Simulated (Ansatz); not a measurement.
# C₂H₃BFN: one species, many methods

Aim: compute C₂H₃BFN with functionals from several rungs and with coupled cluster, and see how far each lands from CCSD(T) at the basis-set limit for the atomisation energy.

Method: functionals in def2-TZVPP, the program's frozen cores in correlated methods; program: Ansatz 0.2.0, Gaussian basis.

Levels to be run: LDA (SPW92), PBE-D4, revPBE-D4, BLYP-D4, r2SCAN-D4, B97M-V, PBE0-D4, B3LYP-D4, r2SCANh-D4, r2SCAN0-D4, HSE06-D4, BHLYP-D4, CAM-B3LYP-D4, LC-ωPBE, ωB97X-V, ωB97M-V, B2PLYP, PBE-QIDH; CCSD(T)/def2-SVP; CCSD(T)/def2-TZVPP; MP2/def2-QZVPP; extrapolation to the limit; RPA on PBE.

1 further run of the same task is left out (it didn't finish).

## Step 1: The geometry

All runs share one geometry, relaxed beforehand with PBE0-D4 in a triple-zeta def2 set.

8 atoms, charge 0, spin multiplicity 1.

Atoms are counted from 1 here; the program's logs count them from 0.

Bond lengths: F1–B2 1.312 Å, B2–C3 1.553 Å, B2–C5 1.580 Å, C3–N4 1.291 Å, C3–H6 1.087 Å, N4–C5 1.510 Å, C5–H7 1.093 Å, C5–H8 1.090 Å. Angles: F1–B2–C3 135.6°, F1–B2–C5 135.3°, C3–B2–C5 86.1°, B2–C3–N4 90.7°, B2–C3–H6 145.8°, N4–C3–H6 122.6°, C3–N4–C5 99.2°, B2–C5–N4 82.2°, B2–C5–H7 120.5°, B2–C5–H8 118.9°, N4–C5–H7 113.0°, N4–C5–H8 110.1°, H7–C5–H8 109.0°.

## Step 2: LDA

This LDA is Slater exchange with PW92 correlation.

in.yaml

```yaml
crystal:
  periodic: [false, false, false]
  atoms:
    - {symbol: F, position_ang: [0.213159, -1.007260, 1.918416]}
    - {symbol: B, position_ang: [-0.024142, -0.304825, 0.836167]}
    - {symbol: C, position_ang: [0.319032, 1.128458, 0.345830]}
    - {symbol: N, position_ang: [0.303903, 0.728579, -0.881174]}
    - {symbol: C, position_ang: [-0.301671, -0.640555, -0.682292]}
    - {symbol: H, position_ang: [0.656468, 2.120930, 0.633910]}
    - {symbol: H, position_ang: [0.257089, -1.432686, -1.186244]}
    - {symbol: H, position_ang: [-1.331639, -0.649742, -1.040312]}
basis:
  gaussian: {orbitals: def2-TZVPP}
hamiltonian: {xc: lda}
output: {orbitals: {seedname: orbitals}}
```

Further steps of the session: PBE-D4 (GGA); revPBE-D4 (GGA); BLYP-D4 (GGA); r2SCAN-D4 (meta-GGA); B97M-V (meta-GGA); PBE0-D4 (hybrid); B3LYP-D4 (hybrid); r2SCANh-D4 (hybrid); r2SCAN0-D4 (hybrid); HSE06-D4 (hybrid); BHLYP-D4 (hybrid); CAM-B3LYP-D4 (range-separated); LC-ωPBE (range-separated); ωB97X-V (range-separated); ωB97M-V (range-separated); B2PLYP (double hybrid); PBE-QIDH (double hybrid); CCSD(T) in def2-SVP; CCSD(T) in def2-TZVPP; MP2 in def2-QZVPP; RPA on PBE orbitals.

**Question.** What will the summary of the whole plan be? Wanted: atomisation energy, CCSD(T)/CBS; farthest beyond LDA; mean size of error, GGA; mean size of error, meta-GGA; mean size of error, hybrid; mean size of error, range-separated; mean size of error, double hybrid; gap, smallest and largest; T1 diagnostic.

As calculated:

```
                               quantity                                      value
        atomisation energy, CCSD(T)/CBS                              3417.9 kJ/mol
 functionals within 17.1 kJ/mol (0.5 %)               r2SCANh-D4, B2PLYP, PBE-QIDH
                    farthest beyond LDA                     PBE-D4 (+161.9 kJ/mol)
                mean size of error, GGA                                87.2 kJ/mol
           mean size of error, meta-GGA                                30.7 kJ/mol
             mean size of error, hybrid                                52.2 kJ/mol
    mean size of error, range-separated                                36.0 kJ/mol
      mean size of error, double hybrid                                 8.2 kJ/mol
              gap, smallest and largest  3.17 eV (LDA (SPW92)), 11.08 eV (LC-ωPBE)
                          T1 diagnostic                                     0.0139
triples share of the correlation energy                                      4.2 %
```

In words: LDA overbinds by 603.1 kJ/mol (18 %). PBE-D4 is off by +161.9 kJ/mol. Double hybrids carry the basis error of their MP2 part in triple zeta, and no dispersion term here, so their miss is partly the set-up's. By mean error the best rung here is double hybrid (8.2 kJ/mol) and the worst beyond LDA is GGA (87.2 kJ/mol). Misses under about 17.1 kJ/mol are within the doubt on the reference itself, which lacks core-valence correlation, relativity and higher excitations. Hartree-Fock recovers 71 % of the binding; the rest is correlation. CCSD(T) in def2-SVP is off by -151.7 kJ/mol, worse than the median functional, from the basis alone. Orbital gaps span 3.2 to 11.1 eV; exact exchange widens them. The restricted reference is unstable towards a spin-broken one.
